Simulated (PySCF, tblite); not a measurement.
# C₄H₈FSSi₂ radical: geometry, infrared bands and EPR parameters

What infrared bands and EPR parameters should C₄H₈FSSi₂ radical (`C=C1[CH][C@@H](S[SiH3])[Si@H]1F`) show?

Computed with tblite 0.8.0 and PySCF 2.14.0, with density-fitted response routines of our own, on a single molecule in the gas phase. Atoms count from 0, in the outputs and in this text.

## 1. The molecule as given

16 atoms, charge 0, multiplicity 2; geometry from: force field or distance geometry start.

Bonds of the start (Å): C0–C1 1.32, C1–C2 1.50, C2–C3 1.51, C3–S4 1.78, S4–Si5 2.11, C3–Si6 1.88, Si6–F7 1.67, Si6–C1 1.84, C0–H8 1.09, C0–H9 1.09, C2–H10 1.12, C3–H11 1.09, Si5–H12 1.48, Si5–H13 1.49, Si5–H14 1.48, Si6–H15 1.47.

## 2. Optimising the geometry with GFN2-xTB

Job settings and geometry (Å):

```
{"job": {"kind": "relax", "xc": "GFN2-xTB", "basis": "xTB"}, "charge": 0, "multiplicity": 2}
C     -2.574700     0.744300     0.759800
C     -1.749900    -0.143100     0.239300
C     -1.457000    -0.561900    -1.174000
C      0.019900    -0.720300    -0.907000
S      0.789600     0.884700    -0.809100
Si     2.865900     0.901800    -0.438200
Si    -0.491400    -1.365400     0.777800
F      0.478000    -0.868200     2.049100
H     -3.193000     1.303100     0.058600
H     -2.649900     0.905200     1.832900
H     -1.693000     0.316600    -1.826200
H      0.457800    -1.503600    -1.526600
H      3.464400    -0.442100    -0.315800
H      3.078000     1.567000     0.877100
H      3.637100     1.739300    -1.383200
H     -0.989300    -2.748500     0.815500
```

Run with:

```bash
$ OMP_NUM_THREADS=1 python probes_run.py task.json out
```

The driver reads the jobs from task.json and runs them one after another.

**Question.** This job is followed by: GFN2-xTB harmonic vibrations, gas phase; UKS B3LYP, pcH-1 on C F H S Si, non-relativistic, mean-field spin-orbit, GIAO. What will the session give for the following? strongest single infrared mode (GFN2-xTB); zero-point energy (GFN2-xTB); g(iso) (B3LYP); ⟨S²⟩; largest a(iso) (averaged by class); potential on the surface of density 0.002 e/bohr³, 1st and 99th percentile.

As calculated:

| quantity | value |
| --- | --- |
| strongest single infrared mode (GFN2-xTB) | 2383 cm⁻¹, 326 km/mol |
| zero-point energy (GFN2-xTB) | 62.0 kcal/mol |
| g(iso) (B3LYP) | 2.00298 |
| ⟨S²⟩ | 0.777 (exact 0.75) |
| largest a(iso) (averaged by class) | 1H on H11, 75.9 MHz |
| potential on the surface of density 0.002 e/bohr³, 1st and 99th percentile | -1.16 V and 1.49 V |

The optimisation took 172 steps and gained 1.803 eV; among the close pairs (by a distance rule), C1–C2 changed most, from 1.503 to 1.402 Å. All 42 modes are real, so the xTB geometry is a minimum. The strongest single mode, at 2383 cm⁻¹, moves mainly H15. Unscaled tight-binding wavenumbers are off by several per cent, some by more. Its intensities can rank the bands wrongly. The largest spin populations lie on C0 (0.68 e), C2 (0.63 e). The isotropic g lies 0.7 ppt above the free-electron value. These values are for one conformer; the search (at its own cheap level) found 2 more, at 0.02, 0.21 kcal/mol (those within 0.05 may be mirror or relabelled copies), and measured spectra average over such forms.
